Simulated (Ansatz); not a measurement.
# C₂H₃Ga: ionisation energy by level of theory

Aim: the vertical ionisation energy of C₂H₃Ga, as cation minus neutral at the neutral's geometry, on several levels, and how well −ε(HOMO) stands in for it.

Method: unrestricted cation, the program's frozen cores in correlated methods; program: Ansatz 0.2.0, Gaussian basis.

The runs, in order: UKS PBE-D4/def2-TZVPP; UKS r2SCAN-D4/def2-TZVPP; UKS PBE0-D4/def2-TZVPP; UKS B3LYP-D4/def2-TZVPP; UKS wB97X-V/def2-TZVPP; UKS wB97M-V/def2-TZVPP; UKS B2PLYP/def2-TZVPP; UHF-CCSD(T)/def2-TZVPP; UHF-MP2/def2-QZVPP; extrapolation to the limit; then −ε(HOMO) from the neutral's earlier runs with LDA (SPW92), PBE-D4, revPBE-D4, BLYP-D4, r2SCAN-D4, B97M-V, PBE0-D4, B3LYP-D4, r2SCANh-D4, r2SCAN0-D4, HSE06-D4, BHLYP-D4, CAM-B3LYP-D4, LC-ωPBE, ωB97X-V, ωB97M-V.

**1. The geometry**

An earlier PBE0-D4 in a triple-zeta def2 set relaxation fixed the geometry.

SMILES `C#[C][GaH2]`, 6 atoms, charge 0, spin multiplicity 1.

Atoms are counted from 1 here; the program's logs count them from 0.

Bond lengths: C1–C2 1.210 Å, C1–H4 1.067 Å, C2–Ga3 1.916 Å, Ga3–H5 1.560 Å, Ga3–H6 1.560 Å. Angles: C2–C1–H4 180.0°, C1–C2–Ga3 179.9°, C2–Ga3–H5 118.1°, C2–Ga3–H6 118.1°, H5–Ga3–H6 123.8°.

**2. Cation, UKS PBE-D4/def2-TZVPP**

Input file in.yaml:

```yaml
crystal:
  periodic: [false, false, false]
  atoms:
    - {symbol: C, position_ang: [-1.232679, -1.331657, -0.249931]}
    - {symbol: C, position_ang: [-0.419038, -0.451760, -0.086229]}
    - {symbol: Ga, position_ang: [0.870608, 0.940768, 0.176286]}
    - {symbol: H, position_ang: [-1.950111, -2.107405, -0.394658]}
    - {symbol: H, position_ang: [1.778603, 1.339158, -1.028324]}
    - {symbol: H, position_ang: [0.952637, 1.610885, 1.582876]}
basis:
  gaussian: {orbitals: def2-TZVPP}
total_charge: 1
magnetization: {spin_polarized: true, initial_magnetization: 1}
hamiltonian: {xc: pbe, dispersion: d4}
```

On the command line:

```sh
$ ansatz run in.yaml --threads 4 --pin off --events-out ev --progress --plain --max-ram 10444MiB
```

After this run come: Cation, UKS r2SCAN-D4/def2-TZVPP; Cation, UKS PBE0-D4/def2-TZVPP; Cation, UKS B3LYP-D4/def2-TZVPP; Cation, UKS wB97X-V/def2-TZVPP; Cation, UKS wB97M-V/def2-TZVPP; Cation, UKS B2PLYP (frozen core)/def2-TZVPP; Cation, UHF-CCSD(T)/def2-TZVPP; Cation, UHF-MP2/def2-QZVPP.

**Question.** What will the summary of the whole plan be? Wanted: ionisation energy, CCSD(T)/CBS; nearest functional by difference; nearest −ε(HOMO); −ε(HOMO) of PBE; T1 of the cation.

**Answer**, as computed:

| quantity | value |
| --- | --- |
| ionisation energy, CCSD(T)/CBS | 10.61 eV |
| nearest functional by difference | ωB97X-V (-0.25 eV) |
| nearest −ε(HOMO) | LC-ωPBE (+0.09 eV) |
| −ε(HOMO) of PBE | 6.76 eV |
| T1 of the cation | 0.038 |

**Reading.** Energy differences with functionals land within 0.74 eV of the reference. The PBE orbital energy is 3.9 eV too small: a semilocal HOMO is no ionisation energy. Among orbital estimates LC-ωPBE comes nearest. Hartree-Fock falls 1.52 eV short, as the neutral has more correlation energy than the cation. The cation's T1 (from the report) is 0.038, near the customary mark of 0.045 for open shells, so the coupled-cluster value is less safe. Correlated methods include outer-core shells of Ga, which these sets cover unevenly. With outer-core shells in play the reference is unsure by up to some tenths of an eV, so close misses can't be ranked.
